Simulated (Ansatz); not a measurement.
BrFIn, SMILES [F][In][Br]: a ladder of basis sets, run with the Ansatz DFT code, driven from Python.

`brfin_basis.py`:
```python
# -*- coding: utf-8 -*-
"""How the energy of BrFIn converges with the basis."""

import logging
import sys

import ansatz as az
from ase import Atoms

logging.basicConfig(stream=sys.stdout, format="%(name)s: %(message)s")
log = logging.getLogger("brfin")
log.setLevel(logging.INFO)


def main():
    atoms = Atoms(["F", "In", "Br"], positions=[
        (-0.1156, 1.8523, 0.1294),
        (-0.8041, 0.126, -0.4235),
        (0.9088, -2.0431, 0.2809),
    ])
    mol = az.Crystal.molecule_from_ase(atoms)

    setup = mol.calculation().functional("pbe0").spin("collinear", total=1).accuracy("medium")

    energies = {}
    for basis in ["def2-SVP", "def2-SVPD", "def2-TZVP", "def2-TZVPP"]:
        data = setup.basis(gaussian=basis).run().report
        size = data["n_frozen"] + data["n_occupied"][0] + data["n_virtual"][0]
        energies[basis] = (data["reference_energy_ev"] / 27.211386246, data["free_energy_ev"] / 27.211386246)
        log.info(f"{basis:14s} {size:4d} orbitals  reference {energies[basis][0]:14.6f} Ha  total {energies[basis][1]:14.6f} Ha")

    last = energies["def2-TZVPP"][1]
    for basis, (_, total) in energies.items():
        log.info(f"{basis:14s} lies {27.211386 * (total - last):9.4f} eV above def2-TZVPP")


if __name__ == "__main__":
    main()
```

How far does the total energy move along this ladder of basis sets?

Against def2-SVP: def2-SVPD -18.2 mHa, def2-TZVP -448.8 mHa and def2-TZVPP -448.8 mHa. The last step alone is +0.00 mHa (these two sets differ little on atoms other than hydrogen). From the first set to the last the time grows from 5.0 to 9.2 s.

What the script printed:

```console
$ python brfin_basis.py
brfin: def2-SVP         72 orbitals  reference   -2863.394660 Ha  total   -2863.394660 Ha
brfin: def2-SVPD        96 orbitals  reference   -2863.412842 Ha  total   -2863.412842 Ha
brfin: def2-TZVP       129 orbitals  reference   -2863.843505 Ha  total   -2863.843505 Ha
brfin: def2-TZVPP      129 orbitals  reference   -2863.843505 Ha  total   -2863.843505 Ha
brfin: def2-SVP       lies   12.2137 eV above def2-TZVPP
brfin: def2-SVPD      lies   11.7189 eV above def2-TZVPP
brfin: def2-TZVP      lies    0.0000 eV above def2-TZVPP
brfin: def2-TZVPP     lies    0.0000 eV above def2-TZVPP
```

Reading the output:
- The settings weren't tested for convergence.
- The geometry is a force-field or estimated start, not a minimum of this method, and the last set is no limit. Much of the fall in a total is atomic energy, which cancels in bond and reaction energies.
- def2 sets replace the cores of elements past krypton by effective core potentials.
- The species is open-shell (spin multiplicity 2).
- Timing: 32 s on 1 thread of Arm Neoverse V1, with other jobs on the host, peak memory 0.44 GiB.

(A comment or docstring line of the script was reworded after the run, the code is as it ran; lines on the test bed's own set-up are left out of the output.)
